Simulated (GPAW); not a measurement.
Runs of GPAW 26.7.0 on Ga3Se. The structure is cubic, space group Pm-3m (No. 221). The conventional cell has a = 4.432 Å, b = 4.432 Å, c = 4.432 Å, α = 90.00°, β = 90.00°, γ = 90.00°. Se (site symmetry m-3m) has 12 Ga at 3.13 Å as nearest neighbours. Ga (site symmetry 4/mmm) has 4 Se at 3.13 Å and 8 Ga at 3.13 Å as nearest neighbours. The cell comes from a database or a generator and needn't be the stable form of this composition.

| task | level | potentials or basis | cell | k mesh | cutoff (eV) | maxiter | convergence | band path | band points | gap on the mesh (eV) | pressure (GPa) |
| --- | --- | --- | --- | --- | --- | --- | --- | --- | --- | --- | --- |
| single point | LDA | the program's PAW data sets (release 1.2.1) made for this functional, pw | as given | 5 × 5 × 5 | 450 | 120 | default | - | - | none | -4.8 |
| single point | PBEsol | PAW data sets generated in the run's folder for this functional, pw | as given | 6 × 6 × 6 | 600 | 150 | - | - | - | none | -3.9 |
| single point | PBEsol | PAW data sets generated in the run's folder for this functional, pw | atoms moved at random, drawn with an rms of 0.05 Å | 6 × 6 × 6 | 600 | 150 | - | - | - | none | -3.8 |
| band structure | r2SCAN | GPAW PAW data sets (gpaw-data 1.2.1), pw | as given | 6 × 6 × 6 | 600 | 150 | - | GXMGRX,MR | 100 | - | -2.1 |
| band structure | LDA | the program's PAW data sets (release 1.2.1) made for this functional, pw | as given | 6 × 6 × 6 | 600 | 150 | - | GXMGRX,MR | 100 | - | (a) |
| band structure | PBEsol | PAW data sets generated in the run's folder for this functional, pw | as given | 6 × 6 × 6 | 600 | 150 | - | GXMGRX,MR | 100 | - | -3.9 |

Alike in all rows: no spin polarisation; smearing fermi-dirac 0.05 eV.

Question: Estimate the missing entries.

Answer: (a) -5.2.

Caveats: the cutoff is short for stress and forces, so pressures can be off by a GPa or more (some runs); the PAW data sets were made with another functional, which shifts forces and pressure a little (some runs).

A k mesh can miss the band edges, and the runs leave out spin-orbit coupling on Ga, Se.

A gap of «none» marks a metal or a gap under the smearing width.
